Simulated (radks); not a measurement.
# Fractional charge and spin in the 5p shell of promethium

Aim: the energy as the spin-up occupation of 5p runs from 2 to 3 and the spin-down one from 2 to 3, against the two flat planes that join the four corners. Added charge counts from the emptiest corner (up 2, down 2).

Method: scalar-relativistic Kohn-Sham, LDA (Slater exchange, Perdew-Wang correlation), spin-polarised, spherical densities, finite nucleus. Code: radks (a radial shooting solver on a logarithmic mesh, Libxc functionals) version 1.

## Step 1: The system

| Quantity | Value |
| --- | --- |
| element | promethium (Z = 61) |
| configuration | [Kr] 4d10 4f(up 2.5, down 2.5) 5s2 6s2 5p(up 3, down 3) |
| nuclear rms radius | 4.962 fm |

A shell typed twice in an input gives spin up, then spin down.

## Step 2: 5p: up 3, down 3

The run's settings:

```text
Z 61
configuration [Kr] 4d10 4f2.5 4f2.5 5s2 6s2 5p3 5p3
relativity scalar-relativistic
functional lda,pw
spin polarised
nucleus finite rms 4.962 fm
c 137.035999084
```

## Step 3: 5p: up 3, down 2.5

The run's settings:

```text
Z 61
configuration [Kr] 4d10 4f2.5 4f2.5 5s2 6s2 5p3 5p2.5
relativity scalar-relativistic
functional lda,pw
spin polarised
nucleus finite rms 4.962 fm
c 137.035999084
```

## Step 4: 5p: up 3, down 2

The run's settings:

```text
Z 61
configuration [Kr] 4d10 4f2.5 4f2.5 5s2 6s2 5p3 5p2
relativity scalar-relativistic
functional lda,pw
spin polarised
nucleus finite rms 4.962 fm
c 137.035999084
```

## Step 5: 5p: up 2.5, down 2.5

The run's settings:

```text
Z 61
configuration [Kr] 4d10 4f2.5 4f2.5 5s2 6s2 5p2.5 5p2.5
relativity scalar-relativistic
functional lda,pw
spin polarised
nucleus finite rms 4.962 fm
c 137.035999084
```

## Step 6: 5p: up 2.5, down 2

The run's settings:

```text
Z 61
configuration [Kr] 4d10 4f2.5 4f2.5 5s2 6s2 5p2.5 5p2
relativity scalar-relativistic
functional lda,pw
spin polarised
nucleus finite rms 4.962 fm
c 137.035999084
```

## Step 7: 5p: up 2, down 2

The run's settings:

```text
Z 61
configuration [Kr] 4d10 4f2.5 4f2.5 5s2 6s2 5p2 5p2
relativity scalar-relativistic
functional lda,pw
spin polarised
nucleus finite rms 4.962 fm
c 137.035999084
```

Q: Predict the outcome of this session. Wanted: for each run, down \ up; 2; 2.5; 3.

**Answer**, as computed:

| down \ up | 2 | 2.5 | 3 |
| --- | --- | --- | --- |
| 2 | 0.000 | -1.376 | 0.000 |
| 2.5 | -1.376 | 0.178 | -1.219 |
| 3 | 0.000 | -1.219 | 0.000 |

**Reading.** The table gives the energy in eV minus the planes, whose edge runs along up + down = one added electron; mirror points follow by spin symmetry. With half an added electron in each spin it lies 0.18 eV above the planes. With half an electron added in spin up alone it lies 1.38 eV below them. The planes are only a guide here: the condition holds for ground states with one frontier orbital, and this shell is degenerate.
